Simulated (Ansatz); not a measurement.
# CH3AlBF: basis-set convergence

How large a basis does CH3AlBF need? Two functionals are run in growing sets.

Method: one geometry, several basis sets; program: Ansatz 0.2.0, Gaussian basis.

Plan: PBE0-D4/def2-SVP; ωB97M-V/def2-SVP; PBE0-D4/def2-QZVPP; ωB97M-V/def2-QZVPP; the functionals' def2-TZVPP values are taken from earlier runs.

## Step 1: The relaxed structure

An earlier PBE0-D4 in a triple-zeta def2 set relaxation fixed the geometry.

SMILES `[F][Al]1[BH][CH2]1`, 7 atoms, charge 0, spin multiplicity 1.

Atoms are counted from 1 here; the program's logs count them from 0.

Bond lengths: F1–Al2 1.646 Å, Al2–B3 1.964 Å, Al2–C4 2.180 Å, B3–C4 1.458 Å, B3–H5 1.183 Å, C4–H6 1.105 Å, C4–H7 1.092 Å. Angles: F1–Al2–B3 159.2°, F1–Al2–C4 118.4°, B3–Al2–C4 40.8°, Al2–B3–C4 77.6°, Al2–B3–H5 147.1°, C4–B3–H5 135.3°, Al2–C4–B3 61.6°, Al2–C4–H6 68.4°, Al2–C4–H7 175.5°, B3–C4–H6 130.0°, B3–C4–H7 122.9°, H6–C4–H7 107.1°.

## Step 2: PBE0-D4 in def2-SVP

File in.yaml:

```yaml
crystal:
  periodic: [false, false, false]
  atoms:
    - {symbol: F, position_ang: [-1.001844, -1.924923, 1.616970]}
    - {symbol: Al, position_ang: [-0.541145, -1.286601, 0.171006]}
    - {symbol: B, position_ang: [0.171296, 0.011558, -1.118591]}
    - {symbol: C, position_ang: [0.290761, 0.728350, 0.145816]}
    - {symbol: H, position_ang: [0.426506, 0.250886, -2.248556]}
    - {symbol: H, position_ang: [0.019231, 0.413064, 1.169806]}
    - {symbol: H, position_ang: [0.696495, 1.739765, 0.217848]}
basis:
  gaussian: {orbitals: def2-SVP}
hamiltonian: {xc: pbe0, dispersion: d4}
output: {orbitals: {seedname: orbitals}}
```

The run is started by

```bash
> ansatz run in.yaml --threads 2 --pin off --events-out ev --progress --plain --max-ram 4352MiB
```

Further steps of the session: ωB97M-V in def2-SVP; PBE0-D4 in def2-QZVPP; ωB97M-V in def2-QZVPP.

**Question.** What will the summary of the whole plan be? Wanted: PBE0-D4: double and triple zeta above quadruple; ωB97M-V: double and triple zeta above quadruple.

The runs gave:

| quantity | value |
| --- | --- |
| PBE0-D4: double and triple zeta above quadruple | 8.19, 0.46 eV |
| ωB97M-V: double and triple zeta above quadruple | 8.33, 0.44 eV |

What this shows: For PBE0-D4 the step from double to triple zeta gains 7.72 eV and the next only 0.46 eV. Total energies overstate the basis error of differences, where much of it tends to cancel.
